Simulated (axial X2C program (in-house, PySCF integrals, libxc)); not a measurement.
# A two-component session on GeCu: EOM-EA-CCSD levels

Wanted for GeCu: EOM-EA-CCSD levels, at the two-component level.

Computed with an in-house X2C program for linear molecules on PySCF integrals. Level: two-component X2C with atomic mean-field terms, Ge dyall-acv3z, Cu dyall-acv3z.

All values are calculated.

**1. Set-up**

task.json reads:

```json
{
 "zs": [
  32,
  29
 ],
 "q": 0,
 "bas": [
  "dyall-acv3z",
  "dyall-acv3z"
 ],
 "r0": 2.33,
 "eom": "ea",
 "thr": -1.0,
 "nmax": 92,
 "grid": [
  1,
  0.96,
  1.045,
  0.92,
  1.09,
  1.15
 ]
}
```

Keys: zs atomic numbers; q charge; bas basis sets; r0 starting distance in Å; eom kind of EOM run; thr threshold in hartree for freezing inner shells (an s shell follows its p shell); nmax most natural virtual spinors; grid distances as factors.

Started as:

```bash
python soeom.py task.json out
```

After this run come: EOM-EA-CCSD at 2.272 Å.

Before running it: what results should come out? Wanted: next root led by one particle; T1 of the reference; lowest state, Re and ωe.

As calculated:

| quantity | value |
| --- | --- |
| lowest root at 2.272 Å | Ω = 1/2, 6.621 eV |
| next root led by one particle | Ω = 3/2, about 780 cm⁻¹ higher |
| T1 of the reference | 0.048 |
| lowest state, Re and ωe | 2.281 Å, 259.1 cm⁻¹ |

What this shows: The added electron is bound by 6.62 eV in a spinor of 76% Ge pπ, 13% Cu pπ, 8% Cu dπ. Errors of 0.1 to 0.3 eV are usual at this size, and roots led by higher excitations are left out, so the list is incomplete, and low states of that kind can be missing. T1 or the largest double amplitude of the reference is raised, which lowers the reliability. The bond is 0.034 Å shorter than in the closed-shell reference at CCSD (2.314 Å).
